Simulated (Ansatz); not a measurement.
# H6O2SSi: the cost of one run

Program: Ansatz 0.2.0, Gaussian basis. Level of theory: PBE0-D4, def2-SVP first, then def2-TZVP. These are calculated values, not measurements.

152 further runs of the same task are left out: 152 set aside as unsound or not needed.

## (1) Starting geometry

The guess: 10 atoms, charge 0, spin multiplicity 1.

Atoms are counted from 1 here; the program's logs count them from 0.

Bond lengths: Si1–H3 1.453 Å, Si1–H4 1.453 Å, Si1–O5 1.642 Å, Si1–O7 1.917 Å, S2–H8 1.326 Å, O5–H9 0.953 Å, H6–O7 1.036 Å, O7–H10 0.963 Å. Angles: H3–Si1–H4 144.4°, H3–Si1–O5 90.2°, H3–Si1–O7 110.0°, H4–Si1–O5 104.2°, H4–Si1–O7 101.4°, O5–Si1–O7 94.4°, Si1–O5–H9 125.1°, Si1–O7–H6 93.5°, Si1–O7–H10 116.5°, H6–O7–H10 114.1°.

As a file:

```xyz
10
charge 0, multiplicity 1
Si   -0.0664   -0.5201   -0.4902
S     1.0565   -0.9253    1.6830
H     1.2560   -0.2632   -1.0334
H    -0.9885   -1.5615   -0.0706
O    -0.7497    0.0989   -1.8494
H    -0.0356    0.6240    1.4284
O    -0.6108    0.9401    0.6267
H     2.2201   -0.3459    1.4207
H    -1.6855    0.1283   -2.0277
H    -0.3962    1.8249    0.3125
```

Distances that are to change: Si1–O7 1.92 Å, S2–H6 1.91 Å, Si1–S2 2.48 Å, H6–O7 1.04 Å.

## (2) Relaxing the guess with the reacting distances held

hold/in.yaml

```yaml
crystal:
  periodic: [false, false, false]
  atoms:
    - {symbol: Si, position_ang: [-0.066400, -0.520100, -0.490200]}
    - {symbol: S, position_ang: [1.056500, -0.925300, 1.683000]}
    - {symbol: H, position_ang: [1.256000, -0.263200, -1.033400]}
    - {symbol: H, position_ang: [-0.988500, -1.561500, -0.070600]}
    - {symbol: O, position_ang: [-0.749700, 0.098900, -1.849400]}
    - {symbol: H, position_ang: [-0.035600, 0.624000, 1.428400]}
    - {symbol: O, position_ang: [-0.610800, 0.940100, 0.626700]}
    - {symbol: H, position_ang: [2.220100, -0.345900, 1.420700]}
    - {symbol: H, position_ang: [-1.685500, 0.128300, -2.027700]}
    - {symbol: H, position_ang: [-0.396200, 1.824900, 0.312500]}
basis:
  gaussian: {orbitals: def2-SVP}
hamiltonian: {xc: pbe0, dispersion: d4}
relax: {f_tol: 0.04, max_steps: 150, escape_saddle: false, constraints: [{distance: [0, 6]}, {distance: [1, 5]}, {distance: [0, 1]}, {distance: [5, 6]}]}
```

Command:

```console
$ ansatz run in.yaml --threads 4 --pin off --events-out ev --progress --plain --max-ram 9574MiB
```

**Question.** How long does this run take on 4 threads of Intel Xeon Platinum 8259CL at 2.50GHz, shared host?

About 17 s.
